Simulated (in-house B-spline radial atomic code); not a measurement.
# In¹⁰⁺: ionisation energy by several methods

One table from this session's results is given with a row withheld; the runs are named, their logs left out.

Program: in-house B-spline radial atomic code version 1. Level of theory: scalar-relativistic (X2C), several functionals, spin-polarised; spherical all-electron atom at the radial basis limit. These are calculated values, not measurements, unless marked.

## What is computed

| Quantity | Value |
| --- | --- |
| element | indium (Z = 49) |
| charge | +10 |
| electrons | 39 |
| configuration | [Kr] 4d3 |
| nucleus | Fermi, rms radius 4.616 fm |

The outer shells:

[Kr] 4d3
```
[Kr] core
4d [↑ ][↑ ][↑ ][  ][  ]
```

Where spins are not typed, each open shell is filled with up spins first.

Set-up of the first run:

Input settings:

```ini
Z = 49
electrons = 39.0
configuration = [Kr] 4d3
hamiltonian = x2c
method = pw91,pw91
spin_polarised = True
nucleus = fermi
rms_radius = 4.6156
mass_number = 115
atomic_mass = 114.903878772
speed_of_light = 137.035999084
```

Steps of the session up to this table: PW91, a GGA; BLYP, a GGA; LDA (PW92); PBE, a GGA; Hartree-Fock; revTPSS, a meta-GGA.

One table of the session follows, with a row left open; its other results are not shown here.

| method | ΔSCF (eV) |
| --- | --- |
| LDA (PW92) | 202.60 |
| PW91 | ? |
| BLYP | 202.33 |
| PBE | 202.58 |
| revTPSS | 202.48 |
| Hartree-Fock | 201.42 |

**Question.** Estimate the row for PW91.

**Answer.** ΔSCF (eV): 202.68. In the column «ΔSCF (eV)» it is the highest.

To keep in mind: Meta-GGA runs start from a PBE run whose iterations are not counted.
